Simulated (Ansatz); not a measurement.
# NaWO3: properties at the relaxed cell

The task here is to estimate one member of a computed series from the others.

Method: DFT PBEsol, scalar-relativistic, plane waves, PAW, in Ansatz 0.2.0.

1 further run of the same task is left out (set aside as unsound or not needed).

### Starting point

The structure is cubic, space group Pm-3m (No. 221). Conventional cell: a = 3.875 Å, b = 3.875 Å, c = 3.875 Å, α = 90.00°, β = 90.00°, γ = 90.00°. Around Na (site symmetry m-3m) lie 12 O at 2.74 Å. Around W (site symmetry m-3m) lie 6 O at 1.94 Å. O (site symmetry 4/mmm) is surrounded by 2 W at 1.94 Å and 4 Na at 2.74 Å.

Coordinates:

```cif
data_structure
_symmetry_space_group_name_H-M 'P 1'
_symmetry_Int_Tables_number 1
_cell_length_a 3.8754
_cell_length_b 3.8754
_cell_length_c 3.8754
_cell_angle_alpha 90.000
_cell_angle_beta 90.000
_cell_angle_gamma 90.000
_cell_volume 58.20
loop_
_atom_site_label
_atom_site_type_symbol
_atom_site_fract_x
_atom_site_fract_y
_atom_site_fract_z
_atom_site_occupancy
Na1 Na 0.00000 0.00000 0.00000 1
W1 W 0.50000 0.50000 0.50000 1
O1 O 0.50000 0.50000 0.00000 1
O2 O 0.00000 0.50000 0.50000 1
O3 O 0.50000 0.00000 0.50000 1
```

This cell was relaxed beforehand with the same method: volume 11.64 Å³/atom, gap on the mesh none (metal).

Set-up of the first run:

Input file input.yaml:

```yaml
crystal:
  lattice:
    - [3.86, 0.0, 0.0]
    - [0.0, 3.86, 0.0]
    - [0.0, 0.0, 3.86]
  atoms:
    - { symbol: Na, position: [0.0, 0.0, 0.0] }
    - { symbol: W, position: [0.5, 0.5, 0.5] }
    - { symbol: O, position: [0.5, 0.5, 0.0] }
    - { symbol: O, position: [0.0, 0.5, 0.5] }
    - { symbol: O, position: [0.5, 0.0, 0.5] }
basis:
  ecutwfc: 420
kpoints:
  mp_grid: { grid: [6, 6, 6] }
hamiltonian:
  xc: pbesol
scf:
  occupations: { method: gaussian, width: 0.1 }
  lower_state_search: "off"
output:
  forces: true
  stress: true
  eigenvalues: true
  populations: true
magnetization:
  spin_polarized: true
```

Run with:

```bash
ansatz run input.yaml --threads 1 --pin off --max-ram 2560MiB --backend cpu --events-out ev --progress --plain --runs-dir out
```

Steps of the session up to this table: Static run: bands, density of states and charges; Bands, states and charges; The cell as listed, for comparison; The cell scaled to 0.97 of its volume; Point at V/V0 = 1.03; Volume × 0.94; Point at V/V0 = 1.06; Point at V/V0 = 0.91; Point at V/V0 = 1.10; The cell scaled to 0.88 of its volume.

One of the session's tables, all rows but one given; the rest of the session is left out.

It belongs to the step «Equation of state». 

```
volume (Å³/atom)  energy above the lowest point (meV/atom)  pressure (GPa)
          10.244                                     147.8           38.07
          10.593                                      78.3           26.09
          10.942                                      32.8           15.94
          11.291                                       7.7            7.32
          11.641                                       0.0            0.00
          11.990                                         ?               ?
          12.339                                      26.4          -11.48
          12.805                                      68.6          -17.27
```

Estimate the missing values for volume (Å³/atom) = 11.990.

Worked estimate for «energy above the lowest point (meV/atom)». A straight line through the neighbours (11.641, 0.0) and (12.339, 26.4) gives 0.0 + (26.4 − 0.0) × (11.990 − 11.641) / (12.339 − 11.641) = 13.2; a parabola fitted to 4 rows on both sides gives 7.2.

The run gave: energy above the lowest point (meV/atom): 7.0; pressure (GPa): -6.21. In «energy above the lowest point (meV/atom)» the line misses by +6.2 and the parabola by +0.2.

To keep in mind: Warnings in the runs' records: stability check not made, no starting moments.
